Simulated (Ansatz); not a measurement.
# BeGeSb2: the cell at several levels of theory

An exercise on one series of results from a longer session: the logs are not shown, and one member is left open.

Code: Ansatz 0.2.0. PAW datasets, plane waves, zero pressure. Note: simulated data, non-magnetic, for a generated structure that need not be the stable one.

### The system as given

This is the cell as the run starts from it, not yet at rest; its lengths are not the crystal's.

Space group P-4m2 (No. 115), tetragonal; conventional cell a = 3.995 Å, c = 5.650 Å, 22.55 Å³ an atom. Around Be lie 4 Sb at 2.45 Å; around Sb lie 2 Be at 2.45 Å and 2 Ge at 2.45 Å; around Ge lie 4 Sb at 2.45 Å.

As a file:

```cif
data_structure
_symmetry_space_group_name_H-M 'P-4m2'
_symmetry_Int_Tables_number 115
_cell_length_a 3.9953
_cell_length_b 3.9953
_cell_length_c 5.6502
_cell_angle_alpha 90.000
_cell_angle_beta 90.000
_cell_angle_gamma 90.000
_cell_volume 90.19
loop_
_atom_site_label
_atom_site_type_symbol
_atom_site_symmetry_multiplicity
_atom_site_Wyckoff_symbol
_atom_site_fract_x
_atom_site_fract_y
_atom_site_fract_z
_atom_site_occupancy
Be1 Be 1 a 0.00000 0.00000 0.00000 1
Sb1 Sb 2 g 0.00000 0.50000 0.25000 1
Ge1 Ge 1 c 0.50000 0.50000 0.50000 1
```

The first run:

The input, input.yaml:

```yaml
crystal:
  lattice:
    - [3.9952810698, 0.0, 0.0]
    - [0.0, 3.9952810698, 0.0]
    - [0.0, 0.0, 5.6501806744]
  atoms:
    - { symbol: Be, position: [0.0, 0.0, 0.0] }
    - { symbol: Sb, position: [0.0, 0.5, 0.25] }
    - { symbol: Ge, position: [0.5, 0.5, 0.5] }
    - { symbol: Sb, position: [0.5, 0.0, 0.75] }
kpoints:
  mp_grid: { grid: [6, 6, 4] }
hamiltonian:
  xc: pbe
scf:
  occupations: { method: fermi_dirac, width: 0.02 }
relax:
  f_tol: 0.005
  cell: {}
```

Among the steps run: PBE: cell and atoms; Relaxation with r2SCAN; Relaxation with PBEsol; Relaxing with LDA; HSE06: cell and atoms.

One of the session's tables, all rows but one given; the rest of the session is left out.

It belongs to the step «The cells side by side». 

```
 level  a (Å)  c (Å)  volume (Å³/atom)
   PBE      ?      ?                 ?
r2SCAN  4.175  5.835            25.420
PBEsol  4.156  5.786            24.981
   LDA  4.118  5.736            24.321
 HSE06  4.178  5.774            25.190
```

**Question.** Estimate the row for PBE.

As computed: a (Å): 4.208; c (Å): 5.866; volume (Å³/atom): 25.962. In the column «a (Å)» it is the highest.

In words: The first relaxation changed the volume by +15.1 % from the start. LDA gives the smallest cell and PBE the largest; they differ by 6.7 % in volume, a mean of 2.2 % in length. The meshes differ: PBE 6×6×4, r2SCAN 6×6×4, PBEsol 6×6×4, LDA 6×6×4, HSE06 4×4×4.

To keep in mind: Warnings in the runs' records: filled band counts differ across k points.
